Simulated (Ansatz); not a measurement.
# CH₇B₂ClSi: a ladder of functionals and wavefunction methods

How much do the methods differ for CH₇B₂ClSi? The plan is to run it at one geometry with functionals of several rungs and with coupled cluster, and see how far each lands from CCSD(T) at the basis-set limit for the atomisation energy.

The runs use Ansatz 0.2.0, Gaussian basis; functionals in def2-TZVPP, the program's frozen cores in correlated methods.

Levels to be run: PBE-D4, r2SCAN-D4, PBE0-D4, B3LYP-D4, ωB97X-V, ωB97M-V, B2PLYP; CCSD(T)/def2-TZVPP; MP2/def2-QZVPP; extrapolation to the limit.

### 1 The geometry

All runs share one geometry, relaxed beforehand with PBE0-D4 in a triple-zeta def2 set.

SMILES `CB(Cl)B[SiH3]`, 12 atoms, charge 0, spin multiplicity 1.

Atoms are counted from 1 here; the program's logs count them from 0.

Bond lengths: C1–B2 1.554 Å, C1–H6 1.091 Å, C1–H7 1.093 Å, C1–H8 1.099 Å, B2–Cl3 1.783 Å, B2–B4 1.645 Å, B4–Si5 2.013 Å, B4–H9 1.199 Å, Si5–H10 1.488 Å, Si5–H11 1.494 Å, Si5–H12 1.488 Å. Angles: B2–C1–H6 113.8°, B2–C1–H7 112.2°, B2–C1–H8 107.4°, H6–C1–H7 109.6°, H6–C1–H8 107.2°, H7–C1–H8 106.3°, C1–B2–Cl3 118.9°, C1–B2–B4 133.2°, Cl3–B2–B4 107.8°, B2–B4–Si5 121.9°, B2–B4–H9 121.2°, Si5–B4–H9 116.8°, B4–Si5–H10 114.1°, B4–Si5–H11 105.4°, B4–Si5–H12 112.7°, H10–Si5–H11 107.8°, H10–Si5–H12 108.6°, H11–Si5–H12 108.0°.

### 2 PBE-D4 (GGA)

File in.yaml:

```yaml
crystal:
  periodic: [false, false, false]
  atoms:
    - {symbol: C, position_ang: [0.219843, 0.293212, 2.111075]}
    - {symbol: B, position_ang: [-0.515636, -0.344042, 0.899899]}
    - {symbol: Cl, position_ang: [-2.297003, -0.427215, 0.920197]}
    - {symbol: B, position_ang: [-0.002688, -0.927577, -0.550211]}
    - {symbol: Si, position_ang: [0.235803, 0.265150, -2.153598]}
    - {symbol: H, position_ang: [1.284657, 0.057583, 2.152890]}
    - {symbol: H, position_ang: [-0.251242, 0.033358, 3.062501]}
    - {symbol: H, position_ang: [0.131772, 1.383679, 2.011237]}
    - {symbol: H, position_ang: [0.209346, -2.096567, -0.710172]}
    - {symbol: H, position_ang: [-0.355999, 1.620874, -1.994242]}
    - {symbol: H, position_ang: [1.713149, 0.426947, -2.310208]}
    - {symbol: H, position_ang: [-0.294903, -0.340600, -3.405270]}
basis:
  gaussian: {orbitals: def2-TZVPP}
hamiltonian: {xc: pbe, dispersion: d4}
output: {forces: true, orbitals: {seedname: orbitals}}
```

Launch:

```sh
> ansatz run in.yaml --threads 4 --pin off --events-out ev --progress --plain --max-ram 10444MiB
```

After this run come: r2SCAN-D4 (meta-GGA); PBE0-D4 (hybrid); B3LYP-D4 (hybrid); ωB97X-V (range-separated); ωB97M-V (range-separated); B2PLYP (double hybrid); CCSD(T) in def2-TZVPP; MP2 in def2-QZVPP.

**Question.** What will the summary of the whole plan be? Wanted: atomisation energy, CCSD(T)/CBS; farthest; mean size of error, hybrid; mean size of error, range-separated; gap, smallest and largest; T1 diagnostic; triples share of the correlation energy.

The runs gave:

| quantity | value |
| --- | --- |
| atomisation energy, CCSD(T)/CBS | 4099.1 kJ/mol |
| functionals within 20.5 kJ/mol (0.5 %) | none; nearest B2PLYP (-21.7 kJ/mol) |
| farthest | PBE-D4 (+70.2 kJ/mol) |
| mean size of error, hybrid | 37.4 kJ/mol |
| mean size of error, range-separated | 39.2 kJ/mol |
| gap, smallest and largest | 3.29 eV (PBE-D4), 10.05 eV (ωB97X-V) |
| T1 diagnostic | 0.0129 |
| triples share of the correlation energy | 3.8 % |

PBE-D4 misses by +70.2 kJ/mol. Double hybrids carry the basis error of their MP2 part in triple zeta, and no dispersion term here, so their miss is partly the set-up's. Misses under about 20.5 kJ/mol are within the doubt on the reference itself, which lacks core-valence correlation, relativity and higher excitations. Hartree-Fock recovers 78 % of the binding; the rest is correlation. Orbital gaps span 3.3 to 10.1 eV; exact exchange widens them.
